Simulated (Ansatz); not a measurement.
# Mo (hcp type): the cost of one run

Method: DFT, LDA, PAW with Ansatz's default frozen-core files, scalar-relativistic, in Ansatz 0.2.0.

### 1 Starting point

It takes space group P6_3/mmc (No. 194, hexagonal). Conventional cell: a = 2.825 Å, b = 2.825 Å, c = 4.577 Å, α = 90.00°, β = 90.00°, γ = 120.00°. Around Mo (site symmetry -6m2) lie 12 Mo at 2.81 to 2.83 Å.

Structure file:

```
Mo
1.0
     2.82523    0.00000    0.00000
    -1.41262    2.44672    0.00000
     0.00000    0.00000    4.57688
Mo
2
Direct
  0.33333 0.66667 0.25000
  0.66667 0.33333 0.75000
```

Atoms are numbered in the order of the input: Mo1, Mo2.

### 2 Shortest bond scaled by 1, PAW

Input file input.yaml:

```yaml
crystal:
  lattice:
    - [2.8252342238, 0.0, 0.0]
    - [-1.4126171119, 2.4467246095, 0.0]
    - [0.0, 0.0, 4.5768794426]
  atoms:
    - { symbol: Mo, position: [0.3333333333, 0.6666666667, 0.25] }
    - { symbol: Mo, position: [0.6666666667, 0.3333333333, 0.75] }
kpoints:
  mp_grid: { grid: [12, 12, 7] }
scf:
  occupations: { method: fermi_dirac, width: 0.05 }
hamiltonian:
  xc: lda
  pseudopotentials: { kind: paw }
output:
  forces: true
  stress: true
  eigenvalues: true
  populations: true
```

Launch:

```sh
> ansatz run input.yaml --threads 1 --pin off --max-ram 2048MiB --backend cpu --events-out ev --progress --plain --runs-dir out
```

What time and memory should one allow on 1 thread of Arm Neoverse V2, shared host?

About 2.3 s, with a peak of 0.3 GiB.
